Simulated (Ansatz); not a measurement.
# TiAl3: the cost of one run

Method: DFT LDA, scalar-relativistic, plane waves, PAW, in Ansatz 0.2.0.

2 further runs of the same task are left out: 2 set aside as unsound or not needed.

### 1 Starting point

Symmetry: Pm-3m, No. 221, cubic system. Conventional cell: a = 3.913 Å, b = 3.913 Å, c = 3.913 Å, α = 90.00°, β = 90.00°, γ = 90.00°. Around Ti (site symmetry m-3m) lie 12 Al at 2.77 Å. Al (site symmetry 4/mmm) has 4 Ti at 2.77 Å and 8 Al at 2.77 Å as nearest neighbours.

Structure file:

```
Ti Al
1.0
     3.91323    0.00000    0.00000
     0.00000    3.91323    0.00000
     0.00000    0.00000    3.91323
Ti Al
1 3
Direct
  0.00000 0.00000 0.00000
  0.50000 0.50000 0.00000
  0.50000 0.00000 0.50000
  0.00000 0.50000 0.50000
```

It goes back to an entry of the Materials Project, which need not be the stable form.

This cell was relaxed beforehand with the same method: volume 14.98 Å³/atom, gap on the mesh none (metal).

### 2 The cell under 5 GPa

At a set pressure the run lowers the enthalpy E + PV, so the energy alone may rise along the way.

Contents of input.yaml:

```yaml
crystal:
  lattice:
    - [3.9132288275, 0.0, 0.0]
    - [0.0, 3.9132288275, 0.0]
    - [0.0, 0.0, 3.9132288275]
  atoms:
    - { symbol: Ti, position: [0.0, 0.0, 0.0] }
    - { symbol: Al, position: [0.5, 0.5, 0.0] }
    - { symbol: Al, position: [0.5, 0.0, 0.5] }
    - { symbol: Al, position: [0.0, 0.5, 0.5] }
basis:
  ecutwfc: 420
kpoints:
  mp_grid: { grid: [10, 10, 10] }
hamiltonian:
  xc: lda
scf:
  occupations: { method: fermi_dirac, width: 0.15 }
output:
  forces: true
  stress: true
  eigenvalues: true
  write_density: true
  write_potential: true
  elf: true
  volumetric_format: npy
relax:
  adjacent_minimum: "off"
  f_tol: 0.001
  max_steps: 60
  cell: { stress_tol: 0.02, p_target: 5.0 }
```

Command:

```console
$ ansatz run input.yaml --threads 1 --pin off --max-ram 3072MiB --backend cpu --events-out ev --progress --plain --runs-dir out
```

**Question.** How long does this run take on 1 thread of Intel Xeon at 2.50GHz (Skylake/Cascade Lake), shared host, and how much memory does it need?

About 66 s, with a peak of 0.38 GiB.
